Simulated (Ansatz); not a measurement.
# Al2O3: the cost of one run

Program: Ansatz 0.2.0. PAW datasets, plane waves. Spin-unpolarised throughout; all numbers are computed.

### Step 1. The structure to begin with

The unstrained cell was relaxed with r2SCAN; in each strained cell the atoms were relaxed again with r2SCAN. Names of k-points are those of the unstrained zone, where strain can split equivalent points. First state: no strain.

It is trigonal, R-3c (No. 167); conventional cell a = 4.759 Å, c = 12.995 Å, 8.49 Å³ an atom. Al has 6 O at 1.86–1.97 Å; O has 4 Al at 1.86–1.97 Å.

As a file:

```xyz
10
Lattice="2.3794 1.3737 4.3316 -2.3794 1.3737 4.3316 0.0000 -2.7474 4.3316" Properties=species:S:1:pos:R:3 pbc="T T T"
Al    0.0000    0.0000   11.0704
Al    0.0000    0.0000    4.5730
Al    0.0000    0.0000    1.9244
Al    0.0000    0.0000    8.4218
O     0.9215   -1.3737    5.4145
O    -1.6504   -0.1111    5.4145
O    -0.9215    1.3737    7.5803
O    -0.7290   -1.4849    7.5803
O     1.6504    0.1111    7.5803
O     0.7290    1.4849    5.4145
```

### Step 2. No strain: PBE

Input file input.yaml:

```yaml
crystal:
  lattice:
    - [2.379361413, 1.3737249523, 4.3315939886]
    - [-2.379361413, 1.3737249523, 4.3315939886]
    - [0.0, -2.7474499046, 4.3315939886]
  atoms:
    - { symbol: Al, position: [0.8519115234, 0.8519115234, 0.8519115234] }
    - { symbol: Al, position: [0.3519115234, 0.3519115234, 0.3519115234] }
    - { symbol: Al, position: [0.1480884766, 0.1480884766, 0.1480884766] }
    - { symbol: Al, position: [0.6480884766, 0.6480884766, 0.6480884766] }
    - { symbol: O, position: [0.4436339008, 0.0563660992, 0.75] }
    - { symbol: O, position: [0.0563660992, 0.75, 0.4436339008] }
    - { symbol: O, position: [0.5563660992, 0.9436339008, 0.25] }
    - { symbol: O, position: [0.25, 0.5563660992, 0.9436339008] }
    - { symbol: O, position: [0.9436339008, 0.25, 0.5563660992] }
    - { symbol: O, position: [0.75, 0.4436339008, 0.0563660992] }
kpoints:
  mp_grid: { grid: [6, 6, 6] }
  band_path:
    path:
      - [0.0, 0.0, 0.0]
      - [0.5, 0.5, 0.5]
      - [0.7662811645, 0.2337188355, 0.5]
      - [0.5, -0.2337188355, 0.2337188355]
      - [0.5, 0.0, 0.0]
      - [0.3668594178, -0.3668594178, 0.0]
      - [0.6331405822, 0.0, 0.3668594178]
      - [0.5, 0.0, 0.5]
    npoints: 1
hamiltonian:
  xc: pbe
scf:
  occupations: { method: fermi_dirac, width: 0.02 }
  n_extra_bands: 6
output:
  forces: true
  stress: true
  eigenvalues: true
```

On the command line:

```bash
$ ansatz run input.yaml --threads 2 --pin off --max-ram 29491MiB --backend cpu --events-out ev --progress --plain --runs-dir out
```

Q: Estimate wall time and peak memory on 2 threads of AMD EPYC 7R13 (Zen 3), shared host.

About 2.3 s, with a peak of 0.51 GiB.
